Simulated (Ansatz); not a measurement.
# HfO2: a tetragonal deformation path

An exercise on one series of results from a longer session: the logs are not shown, and one member is left open.

Program: Ansatz 0.2.0. Level of theory: DFT r2SCAN, scalar-relativistic, plane waves, PAW. These are calculated values, not measurements.

### The structure to begin with

It takes space group Fm-3m (No. 225, cubic). Conventional cell: a = 5.115 Å, b = 5.115 Å, c = 5.115 Å, α = 90.00°, β = 90.00°, γ = 90.00°. Hf (site symmetry m-3m) has 8 O at 2.21 Å in its first shell of neighbours. Around O (site symmetry -43m) lie 4 Hf at 2.21 Å.

Coordinates:

```
Hf O
1.0
     0.00000    2.55750    2.55750
     2.55750    0.00000    2.55750
     2.55750    2.55750    0.00000
Hf O
1 2
Direct
  0.00000 0.00000 0.00000
  0.25000 0.25000 0.25000
  0.75000 0.75000 0.75000
```

No relaxation comes first: the listed cell is the starting point.

### The reference cell

The reference gives a free energy of -16876.1609 eV, pressure -8.43 GPa, largest force 0.000 eV/Å and gap on the mesh 4.21 eV. It was computed beforehand with the settings of the runs below.

The first run:

At fixed volume and fractional coordinates, lengths along (0.000, 0.000, 1.000) are scaled against those across it; ρ is that ratio over its starting value.

Contents of input.yaml:

```yaml
crystal:
  lattice:
    - [0.0, 2.8708412057, 2.0296847325]
    - [2.8708412057, 0.0, 2.0296847325]
    - [2.8708412057, 2.8708412057, 0.0]
  atoms:
    - { symbol: Hf, position: [0.0, 0.0, 0.0] }
    - { symbol: O, position: [0.25, 0.25, 0.25] }
    - { symbol: O, position: [0.75, 0.75, 0.75] }
basis:
  ecutwfc: 500
kpoints:
  mp_grid: { grid: [8, 8, 8] }
hamiltonian:
  xc: r2scan
scf:
  occupations: { method: gaussian, width: 0.05 }
output:
  forces: true
  stress: true
  eigenvalues: true
```

Started as:

```bash
$ ansatz run input.yaml --threads 1 --pin off --max-ram 2560MiB --backend cpu --events-out ev --progress --plain --runs-dir out
```

Steps of the session up to this table: ρ = 0.707; ρ = 1.414; Point ρ = 0.850; At ρ = 1.200; ρ = 0.780; ρ = 1.300; ρ = 0.920; Point ρ = 1.100; Point ρ = 0.650; At ρ = 1.500; At ρ = 0.960; At ρ = 1.050.

One of the session's tables, all rows but one given; the rest of the session is left out.

Collected from the runs (energy zero: the undisturbed cell):

```
    ρ  ΔE (meV/atom)  pressure (GPa)  gap on the mesh (eV)
0.650         1698.0            -2.4                  0.00
0.707         1305.9            -1.9                  0.00
0.780          690.1            -3.8                  0.37
0.850          290.2            -6.8                  1.95
0.920           75.9            -8.1                  3.22
0.960           18.2            -8.3                  3.82
1.000            0.0            -8.4                  4.21
1.050           26.2            -8.3                  3.77
1.100              ?               ?                     ?
1.200          376.6            -7.2                  1.35
1.300          796.6            -5.8                  0.00
1.414         1382.2            -4.2                  0.00
1.500         1806.5            -4.7                  0.00
```

**Question.** Estimate the row for ρ = 1.100.

Worked estimate for «ΔE (meV/atom)». A straight line through the neighbours (1.050, 26.2) and (1.200, 376.6) gives 26.2 + (376.6 − 26.2) × (1.100 − 1.050) / (1.200 − 1.050) = 143.0; a parabola fitted to 4 rows on both sides gives 106.1.

As computed: ΔE (meV/atom): 100.8; pressure (GPa): -8.1; gap on the mesh (eV): 3.02. In «ΔE (meV/atom)» the line misses by +42.2 and the parabola by +5.3.

Where the gap reads zero, the mesh chosen for the insulator is on the coarse side.
